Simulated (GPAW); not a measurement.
Mg3TiO4: single point with PBE

Mg3TiO4:

```
Ti Mg O
1.0
     4.31366    0.00000    0.00000
     0.00000    4.31366    0.00000
     0.00000    0.00000    4.31366
Ti Mg O
1 3 4
Direct
  0.00000 0.00000 0.00000
  0.50000 0.50000 0.00000
  0.50000 0.00000 0.50000
  0.00000 0.50000 0.50000
  0.00000 0.50000 0.00000
  0.00000 0.00000 0.50000
  0.50000 0.50000 0.50000
  0.50000 0.00000 0.00000
```

The cell comes from a database or a generator and needn't be the stable form of this composition.

```json
{
 "Program": "GPAW 26.7.0",
 "Task": "single point",
 "Functional": "PBE",
 "Potentials or basis": "GPAW PAW data sets (gpaw-data 1.2.1)",
 "Cutoff": "600 eV",
 "Basis": "pw",
 "k mesh": "5 × 5 × 5",
 "Occupations": "fermi-dirac, width 0.05 eV",
 "Spin": "no spin polarisation",
 "Maxiter": "120",
 "Convergence": "default"
}
```

The pressure is -7.6 GPa. The band gap on the k mesh is none (metal or under the smearing width).

Levels at points of the mesh, in eV from the Fermi level:
| k point | band 30 | band 31 | band 32 | band 33 | band 34 | band 35 | band 36 | band 37 |
| --- | --- | --- | --- | --- | --- | --- | --- | --- |
| (0.00, 0.00, 0.00) | -5.21 | -5.21 | -5.21 | -0.88 | -0.88 | -0.88 | -0.76 | 1.30 |

Run time: 28 s on 1 thread of Arm Neoverse V2 (shared host), peak memory 0.21 GiB.

Caveat: the cutoff is short for stress and forces, so pressures can be off by a GPa or more; semilocal functionals often make such compounds metallic where correlation or magnetic order opens a gap, which also shifts bond lengths.
